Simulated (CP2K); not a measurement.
Ta3N: equation of state with PBE

Crystal: Ta3N.

```xyz
4
Lattice="3.0322 0.0000 0.0000 -1.5161 2.6260 0.0000 0.0000 0.0000 7.5241" Properties=species:S:1:pos:R:3 pbc="T T T"
Ta    1.5161    0.8753    6.2155
Ta    0.0000    1.7507    1.3087
Ta    0.0000    0.0000    3.7621
N     0.0000    0.0000    0.0000
```

The cell comes from a database or a generator and needn't be the stable form of this composition.

```yaml
Program: CP2K 2026.2
Task: equation of state
Functional: PBE
Potentials_or_basis: POTENTIAL_UZH Ta GTH-PBE-q13, N GTH-PBE-q5; TZVP-MOLOPT-PBE-GTH basis
Density_cutoff: 6123 eV
k_mesh: 10 × 10 × 4
Occupations: fermi-dirac, width 0.05 eV
Spin: no spin polarisation
SCF_solver: diagonalisation with k points
Quickstep_method: GPW
EPS_DEFAULT: 1.0E-10
EPS_SCF: 1.0E-6
MAX_SCF: 100
SCF_GUESS: ATOMIC
k_points_reduced_by_the_point_group: yes
Mesh_centred_on_Gamma: yes
CHOLESKY: OFF
EPS_EIGVAL: 1.0E-7
MIXING_METHOD: BROYDEN_MIXING
MIXING_ALPHA: 0.4
NBUFFER: 8
NGRIDS: 4
Basis_sets: Ta TZVP-MOLOPT-PBE-GTH-q13, N TZVP-MOLOPT-PBE-GTH-q5
Potentials: Ta GTH-PBE-q13 of POTENTIAL_UZH, N GTH-PBE-q5 of POTENTIAL_UZH
ADDED_MOS: "[23]"
REL_CUTOFF_Ry: 60 Ry
MIXING_BETA_1/bohr: 1.5 1/bohr
CUTOFF_of_the_grids: 450 Ry
```

The equilibrium volume is 14.82 Å³/atom, the bulk modulus at fixed shape and positions is 248 GPa and the pressure derivative of the bulk modulus is 4.1.

Energy against volume, from the lowest point:
| volume (Å³/atom) | energy (meV/atom) |
| --- | --- |
| 14.079 | 30.02 |
| 14.379 | 9.56 |
| 14.678 | 0.00 |
| 14.978 | 0.33 |
| 15.277 | 9.53 |
| 15.577 | 26.75 |
| 15.877 | 51.23 |

All runs of the series together: 8.5 min on 3 threads of Arm Neoverse V2 (shared host).

Caveat: the cell was scaled at fixed shape and fractional positions, which overstates the stiffness of a crystal with free parameters, most of all of layers and chains; the basis of atomic orbitals isn't converged, which shifts pressures, moduli and gaps. The run has no spin-orbit coupling, so splittings on Ta are missing.
